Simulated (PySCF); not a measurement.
# A gas-phase reaction: CH6GeO + H2O → GeH4O + CH4O

What reaction energy should one expect for `C[O][GeH3]` + `O` → `[OH][GeH3]` + `CO`?

Computed with PySCF 2.14.0; each step states its level. No surroundings beyond the atoms listed, unless a continuum is named. Atoms count from 0, parts from 1.

### 1 The system as given

Each species was relaxed by itself at PBE0-D3(BJ)/def2-SVPD.

### 2 Energies of the species: wB97M-D3(BJ)/def2-TZVPD

What the job is given:

```
{"job": {"kind": "react", "xc": "wB97M-D3(BJ)", "basis": "def2-TZVPD"}, "charge": 0, "multiplicity": 1}
-1 CH6GeO charge 0 multiplicity 1
C      0.206440     0.166790    -1.352500
O      0.449150    -0.701780    -0.278590
Ge    -0.157840    -0.251990     1.343770
H     -0.874480     0.310900    -1.537610
H      0.662930     1.162150    -1.196580
H      0.649750    -0.270690    -2.258780
H      0.476070     1.093730     1.748320
H     -1.691170    -0.110330     1.271560
H      0.277720    -1.398440     2.259240

-1 H2O charge 0 multiplicity 1
O      0.002120     0.389280    -0.009460
H     -0.763940    -0.190470     0.004760
H      0.761830    -0.198770     0.004680

+1 GeH4O charge 0 multiplicity 1
O      1.259130    -0.627560    -0.208820
Ge    -0.394460     0.046260    -0.031720
H      1.952190    -0.063460     0.144500
H     -0.711630     0.254240     1.461120
H     -1.295510    -1.020560    -0.658480
H     -0.490610     1.386740    -0.784250

+1 CH4O charge 0 multiplicity 1
C     -0.336250    -0.010080     0.046750
O      1.012870    -0.161830     0.408930
H     -0.604940    -0.613560    -0.838000
H     -0.603470     1.043140    -0.149350
H     -0.940900    -0.361270     0.892920
H      1.574560     0.138160    -0.308890
```

Method: wB97M-D3(BJ)/def2-TZVPD reaction energy of separated species, gas phase.

Launch:

```
OMP_NUM_THREADS=1 python cluster_run.py task.json out
```

One launch serves the whole session: the jobs run in the order shown.

**Question.** The jobs that follow are: PBE0-D3(BJ)/def2-TZVPD reaction energy of separated species, gas phase; MP2/def2-TZVPD reaction energy of separated species, gas phase. Predict: reaction energy (wB97M-D3(BJ)/def2-TZVPD); ΔH, ΔG at 298 K (xTB thermal terms). Thermal terms come from harmonic xTB runs on each species.

As calculated:

| quantity | value |
| --- | --- |
| reaction energy (wB97M-D3(BJ)/def2-TZVPD) | 0.57 kcal/mol |
| ΔH, ΔG at 298 K (xTB thermal terms) | +1.0, +0.4 kcal/mol |
| range of the reaction energy over the runs of this table | 0.57 to 1.91 kcal/mol |

**Reading.** The reaction is endothermic by 1.0 kcal/mol in the gas phase; dispersion gives +0.46, and xTB itself gave -4.94 for the electronic energy (xTB energies and thermal terms come from the earlier relaxation of each species, not shown). No barrier was sought. The reaction energy runs from 0.57 (wB97M-D3(BJ)/def2-TZVPD) to 1.91 kcal/mol (MP2/def2-TZVPD).
